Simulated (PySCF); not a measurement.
# [Sm(H2O)2]3+: other functionals and bases at one geometry

The task here is to estimate one member of a computed series from the others.

The runs use PySCF 2.14.0; several levels, as the steps say, no spin–orbit coupling.

1 further run of the same task is left out (for a known fault of the program).

## The system as given

7 atoms, charge 3, spin multiplicity 1.

Bond lengths: Sm1–O2 2.271 Å, Sm1–O5 2.267 Å, O2–H3 0.993 Å, O2–H4 0.993 Å, O5–H6 0.992 Å, O5–H7 0.993 Å. Angles: O2–Sm1–O5 107.8°, Sm1–O2–H3 128.4°, Sm1–O2–H4 128.9°, H3–O2–H4 102.6°, Sm1–O5–H6 129.0°, Sm1–O5–H7 128.4°, H6–O5–H7 102.6°.

Geometry (Å):

```
Sm   -0.7125    0.9225    0.0230
O     0.1339   -0.1615    1.8301
H     0.8670    0.1270    2.4354
H    -0.1620   -1.0162    2.2395
O     0.0643   -0.1184   -1.8356
H     0.6822   -0.8918   -1.9053
H    -0.1267    0.0935   -2.7872
```

Formal oxidation states: Sm +3. Each metal's 5 4f electrons lie in its core potential, so multiplicities, spins and levels count the valence alone. An earlier session relaxed this geometry at PBE0, Sm lcecp-1-SVP with ECP51, O def2-SVP, H def2-SVP (singlet, point group C1).

At PBE0 on the finer grid: E = -186.104021 Eh, HOMO -26.37 eV, LUMO -18.52 eV, Mulliken charge on Sm1 +2.25 e, largest force component 0.015 eV/Å. 

Levels to run: TPSS; wB97X; PBE0, TZVP. Hardware: 2 threads of Intel Xeon Platinum 8488C (Sapphire Rapids), shared host.

Set-up of the first run:

Contents of run.py (the lines that set the calculation):

```python
mol = gto.M(atom='''
Sm    -0.71253     0.92250     0.02303
O      0.13392    -0.16146     1.83012
H      0.86698     0.12695     2.43541
H     -0.16197    -1.01620     2.23948
O      0.06432    -0.11839    -1.83559
H      0.68216    -0.89182    -1.90529
H     -0.12671     0.09349    -2.78716''',
    basis={'Sm': 'lcecp-1-SVP', 'O': 'def2-SVP', 'H': 'def2-SVP'},
    ecp={'Sm': 'lcecp-1-SVP'},
    charge=3, spin=0)
mf = dft.RKS(mol, xc='TPSS')
mf.grids.atom_grid = (75, 302)  # f atoms: unpruned, at least (60, 302)
mf = mf.density_fit()  # fitting sets: Sm AutoAux, O def2-universal-JKFIT, H def2-universal-JKFIT
mf.conv_tol = 1e-08; mf.max_cycle = 55
mf.kernel(dm0)  # dm0: the density of the relaxed state
```

On the command line:

```console
$ OMP_NUM_THREADS=2 python run.py
```

Among the steps run: TPSS; wB97X; PBE0, TZVP.

One table of the session follows, with a row left open; its other results are not shown here.

```
              level  HOMO (eV)  gap (eV)  charge on Sm1 (e)  dipole (D)  largest force component (eV/Å)
PBE0 (relaxed here)     -26.37      7.85               2.25        3.01                            0.02
               TPSS     -24.67      5.43               2.19        3.23                            0.41
              wB97X     -28.86     12.81               2.28        2.79                            0.15
         PBE0, TZVP          ?         ?                  ?           ?                               ?
```

**Question.** Estimate the row for PBE0, TZVP.

The run gave: HOMO (eV): -26.35; gap (eV): 7.93; charge on Sm1 (e): 2.40; dipole (D): 3.05; largest force component (eV/Å): 0.27. In the column «HOMO (eV)» it lies between PBE0 (relaxed here) (-26.37) and TPSS (-24.67).

The dipole of a charged species depends on the origin, so these sizes hold for this origin alone.

In one basis the HOMO–LUMO gap runs from 5.43 eV (TPSS) to 12.81 eV (wB97X). The largest leftover force, 0.41 eV/Å with TPSS, stands at a geometry relaxed at another level. With 4f in the core, its levels are missing from HOMO and gap, and its count is fixed, so no charge can pass from the ligands into it. Total energies of different levels can't be compared.
